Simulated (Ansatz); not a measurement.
# SnSe: the cost of one run

Method: DFT LDA, scalar-relativistic, plane waves, PAW, in Ansatz 0.2.0.

2 further runs of the same task are left out: 2 set aside as unsound or not needed.

## 1. The starting structure

Symmetry: Fm-3m, No. 225, cubic system. Conventional cell: a = 5.893 Å, b = 5.893 Å, c = 5.893 Å, α = 90.00°, β = 90.00°, γ = 90.00°. Sn (site symmetry m-3m) has 6 Se at 2.95 Å as nearest neighbours. Se (site symmetry m-3m) is surrounded by 6 Sn at 2.95 Å.

Structure file:

```cif
data_structure
_symmetry_space_group_name_H-M 'Fm-3m'
_symmetry_Int_Tables_number 225
_cell_length_a 5.8925
_cell_length_b 5.8925
_cell_length_c 5.8925
_cell_angle_alpha 90.000
_cell_angle_beta 90.000
_cell_angle_gamma 90.000
_cell_volume 204.60
loop_
_atom_site_label
_atom_site_type_symbol
_atom_site_symmetry_multiplicity
_atom_site_Wyckoff_symbol
_atom_site_fract_x
_atom_site_fract_y
_atom_site_fract_z
_atom_site_occupancy
Sn1 Sn 4 a 0.00000 0.00000 0.00000 1
Se1 Se 4 b 0.50000 0.00000 0.00000 1
```

This cell was relaxed beforehand with the same method: volume 25.57 Å³/atom, gap on the mesh 0.78 eV.

## 2. Relaxing at 4 GPa

What is minimised here is the enthalpy; the energy can go up as the cell is squeezed.

input.yaml

```yaml
crystal:
  lattice:
    - [0.0, 2.9462619149, 2.9462619149]
    - [2.9462619149, 0.0, 2.9462619149]
    - [2.9462619149, 2.9462619149, 0.0]
  atoms:
    - { symbol: Sn, position: [0.0, 0.0, 0.0] }
    - { symbol: Se, position: [0.5, 0.5, 0.5] }
basis:
  ecutwfc: 420
kpoints:
  mp_grid: { grid: [8, 8, 8] }
hamiltonian:
  xc: lda
scf:
  occupations: { method: fixed }
output:
  forces: true
  stress: true
  eigenvalues: true
relax:
  adjacent_minimum: "off"
  f_tol: 0.001
  max_steps: 60
  cell: { stress_tol: 0.02, p_target: 4.0 }
```

Launch:

```bash
> ansatz run input.yaml --threads 1 --pin off --max-ram 3072MiB --backend cpu --events-out ev --progress --plain --runs-dir out
```

What time and memory should one allow on 1 thread of Arm Neoverse V1, shared host?

About 8.4 s, with a peak of 0.32 GiB.
